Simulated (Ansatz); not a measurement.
**C3H10Si2: basis-set convergence**

An exercise on one series of results from a longer session: the logs are not shown, and one member is left open.

Program: Ansatz 0.2.0, Gaussian basis. Level of theory: one geometry, several basis sets. These are calculated values, not measurements.

Plan: PBE0-D4/def2-SVP; ωB97M-V/def2-SVP; PBE0-D4/def2-QZVPP; ωB97M-V/def2-QZVPP; the functionals' def2-TZVPP values are taken from earlier runs.

### The geometry

All runs share one geometry, relaxed beforehand with PBE0-D4 in a triple-zeta def2 set.

15 atoms, charge 0, spin multiplicity 1.

Atoms are counted from 1 here; the program's logs count them from 0.

Bond lengths: C1–Si2 1.871 Å, C1–H6 1.092 Å, C1–H7 1.093 Å, C1–H8 1.093 Å, Si2–C3 1.867 Å, Si2–H9 1.491 Å, Si2–H10 1.490 Å, C3–C4 1.338 Å, C3–H11 1.092 Å, C4–Si5 1.863 Å, C4–H12 1.091 Å, Si5–H13 1.489 Å, Si5–H14 1.487 Å, Si5–H15 1.489 Å. Angles: Si2–C1–H6 110.8°, Si2–C1–H7 110.8°, Si2–C1–H8 110.8°, H6–C1–H7 108.1°, H6–C1–H8 108.3°, H7–C1–H8 107.9°, C1–Si2–C3 111.3°, C1–Si2–H9 109.2°, C1–Si2–H10 110.7°, C3–Si2–H9 109.4°, C3–Si2–H10 107.6°, H9–Si2–H10 108.6°, Si2–C3–C4 123.8°, Si2–C3–H11 118.2°, C4–C3–H11 118.0°, C3–C4–Si5 123.7°, C3–C4–H12 118.1°, Si5–C4–H12 118.2° and more.

The first run:

File in.yaml:

```yaml
crystal:
  periodic: [false, false, false]
  atoms:
    - {symbol: C, position_ang: [-2.613141, -0.839059, -0.448489]}
    - {symbol: Si, position_ang: [-0.943393, -0.602138, -1.258730]}
    - {symbol: C, position_ang: [0.397195, -0.337557, 0.012853]}
    - {symbol: C, position_ang: [1.131339, 0.777426, 0.100097]}
    - {symbol: Si, position_ang: [2.457997, 1.043852, 1.380357]}
    - {symbol: H, position_ang: [-2.886665, 0.039792, 0.139560]}
    - {symbol: H, position_ang: [-2.602067, -1.704451, 0.218623]}
    - {symbol: H, position_ang: [-3.388846, -1.003430, -1.200159]}
    - {symbol: H, position_ang: [-0.620200, -1.807385, -2.074935]}
    - {symbol: H, position_ang: [-0.955305, 0.588563, -2.153672]}
    - {symbol: H, position_ang: [0.589217, -1.134790, 0.734061]}
    - {symbol: H, position_ang: [0.943234, 1.575396, -0.620347]}
    - {symbol: H, position_ang: [3.777153, 1.283836, 0.733837]}
    - {symbol: H, position_ang: [2.543029, -0.163159, 2.244374]}
    - {symbol: H, position_ang: [2.148655, 2.232504, 2.221669]}
basis:
  gaussian: {orbitals: def2-SVP}
hamiltonian: {xc: pbe0, dispersion: d4}
output: {orbitals: {seedname: orbitals}}
```

Command:

```
$ ansatz run in.yaml --threads 4 --pin off --events-out ev --progress --plain --max-ram 10444MiB
```

Among the steps run: PBE0-D4 in def2-SVP; ωB97M-V in def2-SVP; PBE0-D4 in def2-QZVPP; ωB97M-V in def2-QZVPP.

One table of the session follows, with a row left open; its other results are not shown here.

It belongs to the step «Functionals by basis». 

| functional | basis | HOMO (eV) |
| --- | --- | --- |
| PBE0-D4 | def2-SVP | -7.88 |
| PBE0-D4 | def2-TZVPP | -7.92 |
| PBE0-D4 | def2-QZVPP | -7.92 |
| ωB97M-V | def2-SVP | ? |
| ωB97M-V | def2-TZVPP | -10.11 |
| ωB97M-V | def2-QZVPP | -10.11 |

**Question.** Estimate the row for ωB97M-V, def2-SVP.

**Answer.** HOMO (eV): -10.05. In the column «HOMO (eV)» it lies between ωB97M-V, def2-QZVPP (-10.11) and PBE0-D4, def2-TZVPP (-7.92).
